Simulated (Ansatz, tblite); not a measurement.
# Anthraquinone (C14H8O2): rung by rung

One table from this session's results is given with a row withheld; the runs are named, their logs left out.

Program: Ansatz 0.2.0, Gaussian basis. Level of theory: as each input shows. These are calculated values, not measurements.

Levels to be run: GFN1-xTB, GFN2-xTB, PBE-D4/def2-TZVP, r2SCAN-D4/def2-TZVP, PBE-D4/def2-SVP, PBE0-D4/def2-SVP, HF/STO-3G, HF/6-31G, B3LYP-D4/6-31G, MP2/def2-SVP.

3 further runs of the same task are left out: 3 that didn't finish. Runs told in other sessions of the task aren't counted.

### The structure

The geometry is that of the singlet, from an earlier relaxation (PBE-D4/def2-SVP).

SMILES `O=C1c2ccccc2C(=O)c2ccccc21`, 24 atoms, charge 0, spin multiplicity 1.

Bond lengths: O1–C2 1.232 Å, C2–C3 1.494 Å, C2–C16 1.494 Å, C3–C4 1.407 Å, C3–C8 1.417 Å, C4–C5 1.399 Å, C4–H17 1.100 Å, C5–C6 1.408 Å, C5–H18 1.101 Å, C6–C7 1.399 Å, C6–H19 1.101 Å, C7–C8 1.407 Å, C7–H20 1.100 Å, C8–C9 1.494 Å, C9–O10 1.232 Å, C9–C11 1.494 Å, C11–C12 1.407 Å, C11–C16 1.417 Å and more. Angles: O1–C2–C3 121.5°, O1–C2–C16 121.5°, C3–C2–C16 117.1°, C2–C3–C4 118.8°, C2–C3–C8 121.5°, C4–C3–C8 119.7°, C3–C4–C5 120.2°, C3–C4–H17 117.8°, C5–C4–H17 122.0°, C4–C5–C6 120.1°, C4–C5–H18 120.0°, C6–C5–H18 119.9°, C5–C6–C7 120.1°, C5–C6–H19 119.9°, C7–C6–H19 120.0°, C6–C7–C8 120.2°, C6–C7–H20 122.0°, C8–C7–H20 117.8° and more.

PBE0-D4/def2-TZVP was run before; its log isn't repeated, and its numbers join the tables.

Set-up of the first run:

Tight binding, by tblite at 300 K electronic temperature and without a spin-polarisation term:

```python
tblite.interface.Calculator('GFN1-xTB', numbers, positions, charge=0, uhf=0).singlepoint()
```

Tight binding, by tblite at 300 K electronic temperature and without a spin-polarisation term:

```python
tblite.interface.Calculator('GFN2-xTB', numbers, positions, charge=0, uhf=0).singlepoint()
```

start.molden holds the orbitals of an earlier run on this state, given as this run's starting guess.

Input file in.yaml:

```yaml
crystal:
  periodic: [false, false, false]
  atoms:
    - {symbol: O, position_ang: [0.111070, -2.503147, -1.058642]}
    - {symbol: C, position_ang: [0.060796, -1.369775, -0.579461]}
    - {symbol: C, position_ang: [1.292728, -0.666153, -0.109623]}
    - {symbol: C, position_ang: [2.533059, -1.321931, -0.220968]}
    - {symbol: C, position_ang: [3.704717, -0.689671, 0.210328]}
    - {symbol: C, position_ang: [3.647299, 0.606380, 0.757869]}
    - {symbol: C, position_ang: [2.418405, 1.266127, 0.872378]}
    - {symbol: C, position_ang: [1.234962, 0.638050, 0.441272]}
    - {symbol: C, position_ang: [-0.060574, 1.370444, 0.577867]}
    - {symbol: O, position_ang: [-0.110734, 2.504179, 1.056197]}
    - {symbol: C, position_ang: [-1.292600, 0.666544, 0.108687]}
    - {symbol: C, position_ang: [-2.533020, 1.322026, 0.220725]}
    - {symbol: C, position_ang: [-3.704841, 0.689312, -0.209477]}
    - {symbol: C, position_ang: [-3.647462, -0.606872, -0.756695]}
    - {symbol: C, position_ang: [-2.418449, -1.266256, -0.872059]}
    - {symbol: C, position_ang: [-1.234852, -0.637723, -0.442050]}
    - {symbol: H, position_ang: [2.542140, -2.333549, -0.653198]}
    - {symbol: H, position_ang: [4.672923, -1.205723, 0.121702]}
    - {symbol: H, position_ang: [4.570743, 1.100751, 1.096155]}
    - {symbol: H, position_ang: [2.337845, 2.278551, 1.295204]}
    - {symbol: H, position_ang: [-2.542060, 2.333730, 0.652745]}
    - {symbol: H, position_ang: [-4.673135, 1.205097, -0.120222]}
    - {symbol: H, position_ang: [-4.571035, -1.101642, -1.094049]}
    - {symbol: H, position_ang: [-2.337915, -2.278759, -1.294694]}
basis:
  gaussian: {orbitals: def2-TZVP, initial_orbitals: start.molden}
hamiltonian: {xc: pbe, dispersion: d4}
scf: {omitted_lower_state_checks: [starts]}
output: {orbitals: {seedname: orbitals}}
```

On the command line:

```
$ ansatz run in.yaml --threads 4 --pin off --events-out ev --progress --plain --max-ram 6963MiB
```

Among the steps run: PBE-D4/def2-TZVP; r2SCAN-D4/def2-TZVP; PBE-D4/def2-SVP; PBE0-D4/def2-SVP; HF/STO-3G; HF/6-31G; B3LYP-D4/6-31G; MP2/def2-SVP.

One table of the session follows, with a row left open; its other results are not shown here.

It belongs to the step «Binding energy». 

| level | binding an atom (eV) |
| --- | --- |
| HF/STO-3G | 4.378 |
| HF/6-31G | ? |
| HF/def2-SVP | 4.064 |
| PBE-D4/def2-SVP | 5.854 |
| PBE-D4/def2-TZVP | 5.750 |
| r2SCAN-D4/def2-TZVP | 5.540 |
| B3LYP-D4/6-31G | 5.356 |
| PBE0-D4/def2-SVP | 5.699 |
| PBE0-D4/def2-TZVP | 5.595 |
| MP2/def2-SVP | 5.472 |

**Question.** Estimate the row for HF/6-31G.

The run gave: binding an atom (eV): 3.703. In the column «binding an atom (eV)» it is the lowest.

Limits of these values: Free atoms were run apart at each level; binding is atoms less cluster, divided by the number of atoms, without zero-point or spin-orbit terms.
